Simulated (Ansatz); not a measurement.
# BF3H2S: the cost of one run

Program: Ansatz 0.2.0. Level of theory: RKS PBE-D4/def2-SVP. These are calculated values, not measurements.

## (1) Starting point

Bond lengths: S1–H2 1.329 Å, S1–H3 1.327 Å, F4–B5 1.300 Å, B5–F6 1.299 Å, B5–F7 1.303 Å. Angles: H2–S1–H3 92.3°, F4–B5–F6 120.3°, F4–B5–F7 120.2°, F6–B5–F7 119.5°.

As a file:

```xyz
7

S     0.5760    0.2107   -2.0955
H     0.2463   -0.4838   -3.1790
H    -0.6832    0.2658   -1.6810
F     0.7084   -0.5221    2.6724
B    -0.0286    0.0010    1.7373
F    -0.0359    1.2870    1.5507
F    -0.7830   -0.7585    0.9950
```

## (2) Relaxing the start

The input, input.yaml:

```yaml
crystal:
  periodic: [false, false, false]
  atoms:
    - { symbol: S, position_ang: [0.576, 0.2107, -2.0955] }
    - { symbol: H, position_ang: [0.2463, -0.4838, -3.179] }
    - { symbol: H, position_ang: [-0.6832, 0.2658, -1.681] }
    - { symbol: F, position_ang: [0.7084, -0.5221, 2.6724] }
    - { symbol: B, position_ang: [-0.0286, 0.001, 1.7373] }
    - { symbol: F, position_ang: [-0.0359, 1.287, 1.5507] }
    - { symbol: F, position_ang: [-0.783, -0.7585, 0.995] }
basis:
  gaussian: { orbitals: def2-SVP }
hamiltonian:
  xc: pbe
  dispersion: d4
relax:
  f_tol: 0.02
  max_steps: 40
```

Started as:

```
> ansatz run input.yaml --threads 1 --pin off --max-ram 2048MiB --backend cpu --events-out ev --progress --plain --runs-dir out
```

What time and memory should one allow on 1 thread of AMD EPYC 7B13 (Zen 3), shared host?

About 32 s, with a peak of 0.15 GiB.
